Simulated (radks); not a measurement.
# Spin polarisation of the 5p shell in In

One table from this session's results is given with a row withheld; the runs are named, their logs left out.

Method: scalar-relativistic Kohn-Sham, PBE, spin-polarised, spherical densities, finite nucleus. Code: radks (a radial shooting solver on a logarithmic mesh, Libxc functionals) version 1.

### Starting point

| Property | Result |
| --- | --- |
| element | indium (Z = 49) |
| charge | 0 |
| electrons | 49 |
| configuration | [Kr] 4d10 5s2 5p(up 0.5, down 0.5) |
| nuclear rms radius | 4.6156 fm |

A shell typed twice in an input gives spin up, then spin down.

The first run:

Settings of this run:

```text
Z 49
configuration [Kr] 4d10 5s2 5p0.5 5p0.5
relativity scalar-relativistic
functional pbe,pbe
spin polarised
nucleus finite rms 4.6156 fm
c 137.035999084
```

Command:

```console
$ python run_ks.py task.json out
```

The same process makes all the runs of this session.

Among the steps run: No moment.

One of the session's tables, all rows but one given; the rest of the session is left out.

Sizes of the orbitals, from the radial functions (bohr):

```
level     <r>  outermost maximum (interpolated)  90 % within  nodes
   3s  0.3486                             0.316        0.513      2
   3p  0.3471                             0.309        0.522      1
   3d  0.3243                             0.258        0.512      0
   4s  0.8480                             0.770         1.23      3
   4p  0.9218                             0.816         1.36      2
   4d   1.183                             0.931         1.86      1
   5s       ?                                 ?            ?      ?
   5p   3.744                              2.86         5.89      3
```

**Question.** Estimate the row for 5s.

As computed: <r>: 2.610; outermost maximum (interpolated): 2.15; 90 % within: 3.92; nodes: 4. In the column «<r>» it lies between 4d (1.183) and 5p (3.744).
